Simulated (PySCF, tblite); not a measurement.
**C5H10FP: geometry, infrared bands and NMR shifts**

Wanted: the infrared bands and NMR shifts of C5H10FP (`C[C@@H]1PCC[C@H]1F`), by calculation.

Programs: tblite 0.8.0 and PySCF 2.14.0, with density-fitted response routines of our own. Each step states its level of theory. These are calculated values for one molecule in the gas phase, unless marked as measured. Atoms count from 0, in the outputs and in this text.

### Step 1. The starting structure

17 atoms, charge 0, multiplicity 1; geometry from: force field or distance geometry start.

Bonds of the start (Å): C0–C1 1.52, C1–P2 1.86, P2–C3 1.88, C3–C4 1.46, C4–C5 1.44, C5–F6 1.40, C5–C1 1.47, C0–H7 1.10, C0–H8 1.12, C0–H9 1.10, C1–H10 1.12, P2–H11 1.45, C3–H12 1.13, C3–H13 1.11, C4–H14 1.13, C4–H15 1.13, C5–H16 1.12.

### Step 2. Geometry optimisation with GFN2-xTB

Job settings and geometry (Å):

```
{"job": {"kind": "relax", "xc": "GFN2-xTB", "basis": "xTB"}, "charge": 0, "multiplicity": 1}
C      2.065200    -0.570600     0.065900
C      0.724400    -0.125100     0.632800
P     -0.503700    -1.513700     0.433200
C     -1.838800    -0.385400    -0.270800
C     -1.125500     0.820900    -0.690800
C      0.210000     0.989500    -0.172400
F      0.322100     2.154100     0.588500
H      1.893800    -1.055900    -0.909600
H      2.646200     0.370100    -0.092900
H      2.587800    -1.274900     0.737100
H      0.779500     0.063900     1.739100
H     -0.933800    -2.014900     1.728500
H     -2.564200    -0.189900     0.573400
H     -2.344900    -0.929300    -1.099200
H     -1.077500     0.815200    -1.815400
H     -1.776300     1.703800    -0.440300
H      0.928700     1.154300    -1.017200
```

Started as:

```bash
OMP_NUM_THREADS=1 python probes_run.py task.json out
```

The driver reads the jobs from task.json and runs them one after another.

**Question.** This job is followed by: GFN2-xTB harmonic vibrations, gas phase; GIAO PBE0/pcSseg-1 NMR shielding, non-relativistic, gas phase. Predict these results of the whole session: strongest single infrared mode (GFN2-xTB); zero-point energy (GFN2-xTB); 13C shifts against TMS (PBE0/pcSseg-1); 1H shifts against TMS (PBE0/pcSseg-1, means over atoms taken as alike); 31P shifts against H3PO4 (PBE0/pcSseg-1); 19F shifts against CFCl3 (PBE0/pcSseg-1).

As calculated:

| quantity | value |
| --- | --- |
| strongest single infrared mode (GFN2-xTB) | 2265 cm⁻¹, 141 km/mol |
| zero-point energy (GFN2-xTB) | 87.4 kcal/mol |
| 13C shifts against TMS (PBE0/pcSseg-1) | 105.7, 43.7, 35.4, 18.4, 17.9 ppm |
| 1H shifts against TMS (PBE0/pcSseg-1, means over atoms taken as alike) | 5.10, 3.68, 2.42, 2.39, 2.01, 1.88, 1.80, 0.93 ppm |
| 31P shifts against H3PO4 (PBE0/pcSseg-1) | -99.7 ppm |
| 19F shifts against CFCl3 (PBE0/pcSseg-1) | -185.0 ppm |

What this shows: Over 139 steps the energy fell by 1.128 eV; of the close pairs, C4–C5 changed most, 1.442 to 1.526 Å. All 45 modes are real, so the xTB geometry is a minimum. The strongest single mode, at 2265 cm⁻¹, moves mainly H11. Unscaled tight-binding wavenumbers are off by several per cent, some by more. Its intensities can rank the bands wrongly. The most deshielded carbon is C5 (sp3 CH bonded to F), at 105.7 ppm: pulled downfield by the heteroatom. The most deshielded hydrogen is H16 (hydrogen on an sp3 CH bonded to F), at 5.10 ppm: its carbon carries F, hence the downfield position. At PBE0/pcSseg-1: The largest span, 215 ppm, is at P2, where the paramagnetic term is -547 ppm.
